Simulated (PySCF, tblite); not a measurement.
**CH₁₂O₂Si₄: geometry, infrared bands and NMR shifts**

Aim: predict the infrared bands and NMR shifts of CH₁₂O₂Si₄ (`O[Si@@]([SiH3])(C[SiH3])O[SiH3]`).

Computed with tblite 0.8.0 and PySCF 2.14.0, with density-fitted response routines of our own, on a single molecule in the gas phase. Atoms count from 0, in the outputs and in this text.

## 1. Starting geometry

19 atoms, charge 0, multiplicity 1; geometry from: force field or distance geometry start.

Bonds of the start (Å): O0–Si1 1.73, Si1–Si2 2.24, Si1–C3 1.87, C3–Si4 1.87, Si1–O5 1.70, O5–Si6 1.69, O0–H7 0.98, Si2–H8 1.47, Si2–H9 1.46, Si2–H10 1.47, C3–H11 1.10, C3–H12 1.12, Si4–H13 1.47, Si4–H14 1.47, Si4–H15 1.46, Si6–H16 1.48, Si6–H17 1.48, Si6–H18 1.47.

## 2. Geometry optimisation with GFN2-xTB

What the job is given:

```
{"job": {"kind": "relax", "xc": "GFN2-xTB", "basis": "xTB"}, "charge": 0, "multiplicity": 1}
O      0.939000    -0.392600    -2.000100
Si    -0.135200    -0.278800    -0.650700
Si    -0.987700    -2.308800    -0.264600
C      0.925700     0.263200     0.791200
Si     2.470100     1.159000     0.234600
O     -1.345000     0.849300    -1.037800
Si    -2.329300     1.295800     0.267300
H      1.511600    -1.183500    -1.920300
H     -0.811600    -3.070700    -1.513000
H     -0.297500    -3.041800     0.786200
H     -2.399900    -2.141900     0.105300
H      0.389700     0.952800     1.461700
H      1.294400    -0.600900     1.405300
H      3.611600     0.762100     1.064900
H      2.779800     0.728300    -1.132100
H      2.311300     2.608600     0.355800
H     -1.972900     2.656000     0.736000
H     -2.220100     0.393800     1.430000
H     -3.743600     1.359300    -0.127100
```

The run is started by

```sh
> OMP_NUM_THREADS=1 python probes_run.py task.json out
```

One launch serves the whole session: the jobs run in the order shown.

**Question.** This job is followed by: GFN2-xTB harmonic vibrations, gas phase; GIAO PBE0/pcSseg-1 NMR shielding, non-relativistic, gas phase. Predict these results of the whole session: strongest single infrared mode (GFN2-xTB); zero-point energy (GFN2-xTB); ¹³C shifts against TMS (PBE0/pcSseg-1); ¹H shifts against TMS (PBE0/pcSseg-1, means over atoms taken as alike); ¹⁷O shifts against H2O (PBE0/pcSseg-1); ²⁹Si shifts against TMS (PBE0/pcSseg-1); surface potential, 1st and 99th percentile.

**Answer**, as computed:

```
                                                              quantity                                     value
                             strongest single infrared mode (GFN2-xTB)                     786 cm⁻¹, 1164 km/mol
                                          zero-point energy (GFN2-xTB)                             73.1 kcal/mol
                                ¹³C shifts against TMS (PBE0/pcSseg-1)                                   2.8 ppm
¹H shifts against TMS (PBE0/pcSseg-1, means over atoms taken as alike)  5.12, 4.01, 3.37, 2.26, -0.05, -0.16 ppm
                                ¹⁷O shifts against H2O (PBE0/pcSseg-1)                            69.0, 59.9 ppm
                               ²⁹Si shifts against TMS (PBE0/pcSseg-1)            -7.0, -46.8, -81.1, -120.8 ppm
                                 surface potential, 1st and 99th percentile                        -1.24 V and 1.90 V
```

The optimisation took 207 steps and gained 1.083 eV; among the close pairs (by a distance rule), O0–Si1 changed most, from 1.729 to 1.628 Å. The lowest mode is imaginary (27i cm⁻¹), so the xTB geometry is not a minimum. The strongest single mode, at 786 cm⁻¹, has its largest shares on H8, H10 and H9 (the list is cut at 3 atoms). GFN2-xTB is a fitted tight-binding method: band positions and strengths are rough. Its intensities can rank the bands wrongly. At PBE0/pcSseg-1: The widest tensor belongs to Si6: span 109 ppm, with a paramagnetic part of -485 ppm.
